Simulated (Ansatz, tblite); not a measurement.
# The cluster Si₆Ge−: a ladder of methods and basis sets

Aim: run the doublet of the cluster Si₆Ge− at one geometry on many levels, and compare frontier levels, spin and run time.

Computed with Ansatz 0.2.0, Gaussian basis. Level: as each input shows.

Plan: GFN2-xTB, PBE-D4/def2-TZVPD, r2SCAN-D4/def2-TZVPD, B97M-V/def2-TZVPD, HF/STO-3G, MP2/def2-TZVPD, RPA/def2-TZVPD.

11 further runs of the same task are left out: 10 that didn't finish, 1 set aside as unsound or not needed. Runs told in other sessions of the task aren't counted.

### 1 The relaxed structure

The doublet was relaxed beforehand with PBE-D4/def2-SVPD. At that level it is the lowest of the isomers that a small search found.

7 atoms, charge -1, spin multiplicity 2.

Bond lengths: Si1–Si5 2.439 Å, Si1–Si6 2.450 Å, Si1–Ge7 2.621 Å, Si2–Si3 2.486 Å, Si2–Si5 2.354 Å, Si2–Ge7 2.497 Å, Si3–Si4 2.344 Å, Si4–Si5 2.533 Å, Si4–Si6 2.309 Å, Si4–Ge7 2.594 Å. Angles: Si5–Si1–Si6 108.2°, Si5–Si1–Ge7 63.6°, Si6–Si1–Ge7 105.3°, Si3–Si2–Si5 65.9°, Si3–Si2–Ge7 67.8°, Si5–Si2–Ge7 66.8°, Si2–Si3–Si4 104.9°, Si3–Si4–Si5 65.3°, Si3–Si4–Si6 174.9° and more.

The ion is computed in the gas phase, without counter-ions or solvent.

PBE0-D4/def2-TZVPD was run before; its log isn't repeated, and its numbers join the tables.

### 2 GFN2-xTB

Tight binding, by tblite at 300 K electronic temperature and without a spin-polarisation term:

```python
tblite.interface.Calculator('GFN2-xTB', numbers, positions, charge=-1, uhf=1).singlepoint()
```

Energy -328.9483 eV; 0.037 s.

### 3 PBE-D4/def2-TZVPD

start.molden holds the orbitals of an earlier run on this state, given as this run's starting guess.

in.yaml

```yaml
crystal:
  periodic: [false, false, false]
  atoms:
    - {symbol: Si, position_ang: [1.445290, -1.169721, -0.642475]}
    - {symbol: Si, position_ang: [0.315408, 2.646933, 0.270242]}
    - {symbol: Si, position_ang: [-1.605213, 1.184123, 0.862112]}
    - {symbol: Si, position_ang: [-0.941413, -0.969072, 0.217684]}
    - {symbol: Si, position_ang: [0.936738, 0.513887, 1.046929]}
    - {symbol: Si, position_ang: [-0.100307, -3.046051, -0.341097]}
    - {symbol: Ge, position_ang: [-0.050503, 0.839891, -1.413385]}
basis:
  gaussian: {orbitals: def2-TZVPD, initial_orbitals: start.molden}
total_charge: -1
magnetization: {spin_polarized: true, initial_magnetization: 1}
hamiltonian: {xc: pbe, dispersion: d4}
scf: {omitted_lower_state_checks: [starts]}
output: {forces: true, orbitals: {seedname: orbitals}}
```

Run with:

```sh
> ansatz run in.yaml --threads 4 --pin off --events-out ev --progress --plain --max-ram 4787MiB
```

Further steps of the session: r2SCAN-D4/def2-TZVPD; B97M-V/def2-TZVPD; HF/STO-3G; MP2/def2-TZVPD; RPA/def2-TZVPD.

**Question.** What will the summary of the whole plan be? Wanted: gap in def2-TZVPD, named functionals, smallest and largest; correlation energy, MP2/def2-TZVPD; ⟨S²⟩ in def2-TZVPD, named functionals, smallest and largest.

The runs gave:

| quantity | value |
| --- | --- |
| gap in def2-TZVPD, named functionals, smallest and largest | 0.72 eV (PBE-D4), 2.16 eV (PBE0-D4) |
| correlation energy, MP2/def2-TZVPD | -26.37 eV |
| ⟨S²⟩ in def2-TZVPD, named functionals, smallest and largest | 0.758, 0.768 |

Over the named functionals in def2-TZVPD the gap runs from 0.72 eV (PBE-D4) to 2.16 eV (PBE0-D4); exact exchange widens it. Over the named functionals in def2-TZVPD spin contamination reaches 0.02 (r2SCAN-D4), which is small.

The anion's highest level is positive in at least one run, so there the basis alone may hold the extra electron.
